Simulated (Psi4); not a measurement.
# DSD-PBEP86/cc-pVDZ (density fitting for correlation) run of CH5BN2 (SMILES NC1BN1)

What is the energy change on altering one bond length of CH5BN2 at DSD-PBEP86/cc-pVDZ (density fitting for correlation)? 

The results are computed with Psi4 1.11.

3 further runs of the same task are left out: 3 that didn't finish. Runs told in other sessions of the task aren't counted.

### Step 1. The structure to begin with

The species is CH5BN2 (9 atoms), meant as a singlet with charge 0. As SMILES, `NC1BN1`. Geometry: relaxed at PBE0-D4/def2-TZVP. This is one conformer, not always the lowest.

Bond lengths: N1–C2 1.431 Å, C2–B3 1.561 Å, C2–N4 1.467 Å, B3–N4 1.341 Å, N1–H5 1.010 Å, N1–H6 1.010 Å, C2–H7 1.092 Å, B3–H8 1.184 Å, N4–H9 1.004 Å. Some angles: N1–C2–B3 121.1°, N1–C2–N4 117.3°, B3–C2–N4 52.5°, C2–B3–N4 60.2°, C2–N4–B3 67.4°, N1–C2–H7 115.1°, B3–C2–H7 121.0°, N4–C2–H7 113.6°, C2–N1–H5 112.4°, C2–N1–H6 112.7°.

### Step 2. A single-point energy at DSD-PBEP86/cc-pVDZ (density fitting for correlation)

Input file ch5bn2.xyz:

```xyz
9
CH5BN2
N      0.142900     1.194400    -0.640600
C     -0.364200    -0.077200    -0.222300
B      0.591200    -1.194100     0.303200
N     -0.130500    -0.469900     1.171500
H      0.784000     1.117400    -1.417000
H     -0.589900     1.842600    -0.892400
H     -1.366400    -0.317200    -0.582700
H      1.414200    -2.039000     0.194700
H     -0.392800    -0.103200     2.068300
```

Input file ch5bn2_ase.py:

```python
import numpy as np
from ase.calculators.psi4 import Psi4
from ase.io import read

a = read('ch5bn2.xyz')
calc = Psi4(atoms=a, method='dsd-pbep86', basis='cc-pVDZ', memory='2200MB', num_threads=1, charge=0, multiplicity=1, label='psi4-calc')
calc.psi4.set_options({'puream': True, 'e_convergence': 1e-09, 'd_convergence': 1e-08, 'scf_type': 'pk', 'dft_radial_points': 99, 'dft_spherical_points': 590, 'num_frozen_docc': 4})
a.calc = calc

print(f'energy: {a.get_potential_energy():.6f} eV')
```

The run is started by

```console
python ch5bn2_ase.py
```

psi4-calc.dat:

```text
[...]
  Running in c1 symmetry.
[...]
  Nuclear repulsion =  109.448343715886125
[...]
  Multiplicity = 1
[...]
  Nalpha       = 15
  Nbeta        = 15
[...]
    Number of basis functions: 81
[...]
   @RKS iter   1:  -174.61966061847917   -3.94857e-01   6.79266e-03 ADIIS/DIIS
[...]
   @RKS iter  13:  -174.76700441310075   -1.70530e-13   9.62543e-10 DIIS
[...]
    Orbital Energies [Eh]
    ---------------------
    Doubly Occupied:
       1A    -15.124537     2A    -15.101046     3A    -10.895951
       4A     -7.300483     5A     -1.134267     6A     -1.040189
       7A     -0.777553     8A     -0.672919     9A     -0.595578
      10A     -0.565410    11A     -0.547235    12A     -0.459442
      13A     -0.376301    14A     -0.354169    15A     -0.326580
[...]
  @RKS Final Energy:  -174.76700441310075
   => Energetics <=
    Nuclear Repulsion Energy =            109.4483437158861250
    One-Electron Energy =                -452.7385122395175472
    Two-Electron Energy =                 175.7197521443868595
    DFT Exchange-Correlation Energy =      -7.1965880338561679
    Empirical Dispersion Energy =           0.0000000000000000
    VV10 Nonlocal Energy =                  0.0000000000000000
    Total Energy =                       -174.7670044131007501
[...]
 Multipole Moments:
 ------------------------------------------------------------------------------------
     Multipole            Electronic (a.u.)      Nuclear  (a.u.)        Total (a.u.)
 ------------------------------------------------------------------------------------
 L = 1.  Multiply by 2.5417464519 to convert [e a0] to [Debye]
 Dipole X            :          0.4980649           -0.8489416           -0.3508767
 Dipole Y            :         -1.6520492            1.8335889            0.1815397
 Dipole Z            :          1.2872773           -1.3772831           -0.0900058
 Magnitude           :                                                    0.4051817
[...]
```

On the terminal:

```text
energy: -4763.665237 eV
```

It took 16 s on 1 thread of Intel Xeon Platinum 8488C (Sapphire Rapids), shared host; peak memory 1.4 GiB.

### Step 3. The distorted shape at the same level

Input file ch5bn2.in:

```
memory 2200 MB

molecule geom {
  N      0.68548303     1.88960896    -1.06780675
  C     -0.27279708    -0.51336678    -0.27733432
  B      1.53264726    -2.62400189     0.71571676
  N      0.16883191    -1.25546223     2.35656596
  H      1.89698645     1.74410005    -2.53499012
  H     -1.11474944     3.48200936    -1.68639159
  H     -2.16668061    -0.96690105    -0.95839161
  H      3.08789186    -4.22063149     0.51068148
  H     -0.32684325    -0.56249966     4.05127234
  units bohr
  symmetry c1
}

set {
  basis                cc-pVDZ
  reference            rks
  puream               true
  e_convergence        1e-09
  d_convergence        1e-08
  scf_type             pk
  dft_radial_points    99
  dft_spherical_points 590
  num_frozen_docc      4
}

E, wfn = energy("dsd-pbep86", return_wfn=True)
```

The run is started by

```console
psi4 -n 1 ch5bn2.in ch5bn2.out
```

ch5bn2.out:

```text
[...]
  Running in c1 symmetry.
[...]
  Nuclear repulsion =  108.231898842404320
[...]
  Multiplicity = 1
[...]
  Nalpha       = 15
  Nbeta        = 15
[...]
    Number of basis functions: 81
[...]
   @RKS iter   1:  -174.55698720229736   -5.03396e-01   6.88457e-03 ADIIS/DIIS
[...]
   @RKS iter  12:  -174.72122459812095   -1.37561e-11   7.61690e-09 DIIS
[...]
    Orbital Energies [Eh]
    ---------------------
    Doubly Occupied:
       1A    -15.127577     2A    -15.127086     3A    -10.898776
       4A     -7.303282     5A     -1.133778     6A     -1.018918
       7A     -0.773432     8A     -0.673856     9A     -0.571053
      10A     -0.550633    11A     -0.530248    12A     -0.460505
      13A     -0.372161    14A     -0.352611    15A     -0.326208
[...]
  @RKS Final Energy:  -174.72122459812095
   => Energetics <=
    Nuclear Repulsion Energy =            108.2318988424043198
    One-Electron Energy =                -450.3377379820027500
    Two-Electron Energy =                 174.5513526687527985
    DFT Exchange-Correlation Energy =      -7.1667381272753570
    Empirical Dispersion Energy =           0.0000000000000000
    VV10 Nonlocal Energy =                  0.0000000000000000
    Total Energy =                       -174.7212245981209549
[...]
 Multipole Moments:
 ------------------------------------------------------------------------------------
     Multipole            Electronic (a.u.)      Nuclear  (a.u.)        Total (a.u.)
 ------------------------------------------------------------------------------------
 L = 1.  Multiply by 2.5417464519 to convert [e a0] to [Debye]
 Dipole X            :          0.6924587           -1.0403018           -0.3478432
 Dipole Y            :         -1.8881788            2.0028573            0.1146785
 Dipole Z            :          1.3776131           -1.4430373           -0.0654242
 Magnitude           :                                                    0.3720569
[...]
```

It took 14 s on 1 thread of Intel Xeon Platinum 8488C (Sapphire Rapids), shared host; peak memory 1.4 GiB.

### Step 4. What came out

At DSD-PBEP86/cc-pVDZ (density fitting for correlation), 4 core orbitals frozen:

```
                                                         quantity          value
                                        first shape: total energy  -175.06147 Eh
                   first shape: HOMO energy (SCF part's orbitals)       -8.89 eV
                   first shape: LUMO energy (SCF part's orbitals)        2.84 eV
                 first shape: HOMO–LUMO gap (SCF part's orbitals)       11.72 eV
                                    distorted shape: total energy  -175.02089 Eh
               distorted shape: HOMO energy (SCF part's orbitals)       -8.88 eV
               distorted shape: LUMO energy (SCF part's orbitals)        2.50 eV
             distorted shape: HOMO–LUMO gap (SCF part's orbitals)       11.38 eV
energy change with the N1–H6 bond stretched from 1.010 to 1.313 Å       1.104 eV
```

With the N1–H6 bond stretched from 1.010 to 1.313 Å the energy rises by 1.10 eV (107 kJ/mol). The first shape isn't relaxed at this level, so the change isn't measured from a minimum.
